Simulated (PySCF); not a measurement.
# C5H10O3 (methyl 2-methoxypropionate): the cost of one run

Programs: PySCF 2.14.0, with routines of our own; each step states its level. All values are computed. Atoms count from 0.

## (1) The starting structure

18 atoms, charge 0, multiplicity 1; geometry from: GFN2-xTB.

## (2) Geometry optimisation at PBE0-D3(BJ)/def2-SVP

Job settings and geometry (Å):

```
{"job": {"xc": "PBE0", "basis": "def2-SVP", "d3": "d3bj", "grid": 2, "kind": "geom"}, "charge": 0, "multiplicity": 1}
C      2.827749     0.406084     0.313015
O      1.491990     0.102362     0.698250
C      0.585057     0.081066    -0.287597
O      0.841545     0.326363    -1.434113
C     -0.786420    -0.305430     0.268325
C     -0.769254    -1.787138     0.646602
O     -1.821451    -0.112098    -0.660203
C     -2.082577     1.233640    -0.981769
H      3.432987     0.299391     1.209388
H      3.163553    -0.283377    -0.464014
H      2.888997     1.426238    -0.071400
H     -0.958134     0.308116     1.170635
H     -0.590687    -2.383763    -0.243761
H      0.008910    -1.976769     1.379704
H     -1.735975    -2.061553     1.059104
H     -2.302375     1.818299    -0.078835
H     -2.957779     1.221654    -1.628152
H     -1.244896     1.693234    -1.513502
```

Run with:

```console
$ OMP_NUM_THREADS=1 python excited_run.py task.json out
```

One launch serves the whole session: the jobs run in the order shown.

Q: Estimate the wall time and peak memory of this first job on 1 thread of Intel Xeon Platinum 8488C, shared host.

About 1.7 min, with a peak of 0.76 GiB.
